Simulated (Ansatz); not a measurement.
# GeNH2 (sextet): wave-function methods side by side, cc-pVDZ

An exercise on one series of results from a longer session: the logs are not shown, and one member is left open.

Program: Ansatz 0.2.0, Gaussian basis. Level of theory: cc-pVDZ, core rule «outside noble gas», up to 15 orbitals frozen. These are calculated values, not measurements.

The runs, in order: UHF; CCSD(T) on ROHF; CCSD(T) on UHF; BCCD(T) on ROHF; CISD; CCSDT(Q) on ROHF; CCSDT(Q) on UHF; CASSCF and MRCISD+Q, 11 electrons in 10 orbitals; CASSCF and NEVPT2, 11 electrons in 10 orbitals.

23 further runs of the same task are left out: 2 for a known fault of the program, 9 that didn't finish, 12 set aside as unsound or not needed.

## The geometry

The geometry is a PBE0/def2-TZVP stationary point (not a proven minimum) of the parent state, kept for this charge and spin. No spin-orbit coupling is included. The filled d shell of Ge may be among the frozen orbitals whatever the setting's name suggests; the logs give the count.

4 atoms, charge 0, spin multiplicity 6.

Atoms are counted from 1 here; the program's logs count them from 0.

Bond lengths: Ge1–N2 1.931 Å, Ge1–H3 1.558 Å, N2–H4 1.027 Å. Angles: N2–Ge1–H3 110.8°, Ge1–N2–H4 110.3°.

The first run:

in.yaml

```yaml
crystal:
  periodic: [false, false, false]
  atoms:
    - {symbol: Ge, position_ang: [0.002496, 0.044611, 0.321966]}
    - {symbol: N, position_ang: [-0.074202, -0.171566, -1.595492]}
    - {symbol: H, position_ang: [0.284433, -1.318092, 1.022012]}
    - {symbol: H, position_ang: [0.566824, 0.487213, -2.053874]}
basis:
  gaussian: {orbitals: cc-pVDZ}
magnetization: {spin_polarized: true, initial_magnetization: 5}
hamiltonian: {xc: hf}
output: {orbitals: {seedname: orbitals}}
```

Command:

```console
$ ansatz run in.yaml --threads 1 --pin off --events-out ev --progress --plain --max-ram 2393MiB
```

Among the steps run: UHF; CCSD(T) on ROHF; CCSD(T) on UHF; BCCD(T) on ROHF; CISD; CCSDT(Q) on ROHF; CCSDT(Q) on UHF; CASSCF and MRCISD+Q, 11 electrons in 10 orbitals; CASSCF and NEVPT2, 11 electrons in 10 orbitals.

One of the session's tables, all rows but one given; the rest of the session is left out.

```
          method  from UCCSDT(Q) (meV)
            ROHF               +5790.3
             UHF               +5559.6
            RMP2               +1115.3
            UMP2               +1109.7
           RCCSD                     ?
           UCCSD                +166.9
        RCCSD(T)                 +54.4
        UCCSD(T)                 +38.0
         BCCD(T)                 +54.2
          RCCSDT                 +24.0
          UCCSDT                  +7.0
       RCCSDT(Q)                 +17.3
       UCCSDT(Q)                     0
  CASSCF valence               +4539.9
  NEVPT2 valence               +1047.7
  MRCISD valence                +362.5
MRCISD+Q valence                 +85.4
```

**Question.** Estimate the row for RCCSD.

As computed: from UCCSDT(Q) (meV): +186.3. In the column «from UCCSDT(Q) (meV)» it lies between UCCSD (+166.9) and MRCISD valence (+362.5).

Not comparable, so not listed: CISD (they don't share determinant, frozen orbitals or solution with the rows shown, or repeat one).

Caveats from the session: Restricted and unrestricted rows rest on different reference determinants; where their highest levels disagree by more than a few hundredths of an eV, they describe different states and don't form one ladder.
